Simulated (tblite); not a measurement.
# C4H15B2N2P: the cost of one run

Computed with tblite 0.8.0 and PySCF 2.14.0, with density-fitted response routines of our own, on a single molecule in the gas phase. Atoms count from 0, in the outputs and in this text.

## Step 1: Starting geometry

24 atoms, charge 0, multiplicity 1; geometry from: force field or distance geometry start.

Bonds of the start (Å): C0–B1 1.59, B1–N2 1.51, N2–C3 1.46, C3–B4 1.59, B4–P5 1.95, B4–N6 1.54, N6–C7 1.46, N6–C8 1.47, C0–H9 1.12, C0–H10 1.10, C0–H11 1.11, B1–H12 1.18, N2–H13 1.05, C3–H14 1.12, C3–H15 1.11, P5–H16 1.45, P5–H17 1.45, C7–H18 1.12, C7–H19 1.11, C7–H20 1.11, C8–H21 1.12, C8–H22 1.11, C8–H23 1.11.

## Step 2: Relaxing the molecule with GFN2-xTB

Job settings and geometry (Å):

```
{"job": {"kind": "relax", "xc": "GFN2-xTB", "basis": "xTB"}, "charge": 0, "multiplicity": 1}
C      3.752200     0.674600     0.713800
B      2.885700    -0.341800    -0.154400
N      1.453500    -0.017200    -0.506000
C      0.544400    -1.024700     0.029400
B     -0.969400    -0.605300    -0.208700
P     -2.125000    -1.733400    -1.296200
N     -1.484800     0.716200     0.387600
C     -1.896000     1.646300    -0.664100
C     -2.592100     0.450400     1.317400
H      3.245200     0.837500     1.699300
H      4.759300     0.267600     0.877000
H      3.812800     1.640600     0.176100
H      3.371100    -1.361800    -0.493800
H      1.390200    -0.046400    -1.556600
H      0.677900    -1.116900     1.140800
H      0.731100    -2.019600    -0.426400
H     -1.749400    -2.947200    -0.589900
H     -1.141400    -1.894500    -2.354600
H     -2.763100     1.244400    -1.244900
H     -2.193400     2.616600    -0.215700
H     -1.058400     1.851200    -1.355900
H     -3.478300     0.022700     0.791400
H     -2.268800    -0.233200     2.136100
H     -2.915000     1.393800     1.806000
```

Run with:

```
OMP_NUM_THREADS=1 python probes_run.py task.json out
```

The driver reads the jobs from task.json and runs them one after another.

**Question.** How long does this first job take on 1 thread of Arm Neoverse V1, shared host, and how much memory does it need?

About 2.2 s, with a peak of 0.19 GiB.
